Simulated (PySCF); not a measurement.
# C3H5ClSeSi: the cost of one run

The runs use PySCF 2.14.0, with density-fitted response routines of our own; the level of theory stands in each step. All values are computed, except where a source is named. Atoms count from 0, in the outputs and in this text.

**1. The molecule as given**

11 atoms, charge 0, multiplicity 1; geometry from: GFN2-xTB. The atoms were then displaced at random by about 0.01 Å, so the start is not that level's minimum.

Bonds of the start (Å): Cl0–Si1 2.00, Si1–Se2 2.28, Se2–C3 1.96, C3–C4 1.48, C4–C5 1.30, C5–C3 1.52, Si1–H6 1.46, Si1–H7 1.46, C3–H8 1.06, C4–H9 1.07, C5–H10 1.07.

**2. Optimising the geometry at PBE0-D3(BJ)/def2-SVP**

What the job is given:

```
{"job": {"xc": "PBE0", "basis": "def2-SVP", "d3": "d3bj", "grid": 1, "shake": 0.01, "kind": "geom"}, "charge": 0, "multiplicity": 1}
Cl     2.193670     1.244950     0.804660
Si     2.092930    -0.651230     0.185680
Se     0.083840    -1.605410     0.704920
C     -1.058430    -0.155760     0.045850
C     -1.263150     1.094910     0.810230
C     -2.267720     0.277330     0.850770
H      2.293850    -0.641650    -1.258900
H      3.124530    -1.417020     0.882360
H     -1.123690    -0.171800    -1.016240
H     -0.796170     2.007340     1.121970
H     -3.241540    -0.007500     1.196880
```

Run with:

```bash
> OMP_NUM_THREADS=1 python probes_run.py task.json out
```

The driver reads the jobs from task.json and runs them one after another.

**Question.** How long does this first job take on 1 thread of Arm Neoverse V2, shared host, and how much memory does it need?

About 92 s, with a peak of 0.53 GiB.
